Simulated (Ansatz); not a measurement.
The system is GaF.

```
Ga F
1.0
     3.16592    0.00000    0.00000
     0.00000    3.16592    0.00000
     0.00000    0.00000    3.16592
Ga F
1 1
Cartesian
  0.0000 0.0000 0.0000
  1.5830 1.5830 1.5830
```

The cell was built by a generator and needn't be a form met in nature.

Base run:

| Property | Result |
| --- | --- |
| Program | Ansatz 0.2.0 |
| Functional | PBE0 |
| Potentials or basis | Ansatz PAW |
| Cutoff | 420 eV (not typed: the program's choice for these potentials) |
| k mesh | 5 × 5 × 5 |
| Occupations | fermi-dirac, width 0.05 eV |
| Spin | no spin polarisation |

Its results: band gap on the k mesh 3.54 eV, indirect (least direct gap 4.43 eV); pressure -0.7 GPa.

Q: After a change of settings the same cell gave: band gap on the k mesh 2.36 eV, indirect (least direct gap 2.77 eV); pressure -6.6 GPa. Which change was it?
A. functional from PBE0 to BLYP
B. functional from PBE0 to r2SCAN0; cutoff from 420 eV (not typed: the program's choice for these potentials) to 500 eV (not typed: the program's choice for these potentials)
C. functional from PBE0 to r2SCAN; cutoff from 420 eV (not typed: the program's choice for these potentials) to 500 eV (not typed: the program's choice for these potentials)
D. functional from PBE0 to LDA

A: D.

PBE0 gives the wider gap, since exact exchange removes part of the self-interaction.

Caveats: odd divisions of the mesh miss points on the zone boundary, where band edges often lie, so the gap on the mesh can be too wide; the PAW data sets come from PBE, with cores solved anew for the run's functional, which leaves a small shift of forces and pressure; the density of states is complete only up to the lowest level of the last band computed; the thresholds are loose for stress (some runs).

Runs at the PBE level aren't shown here.
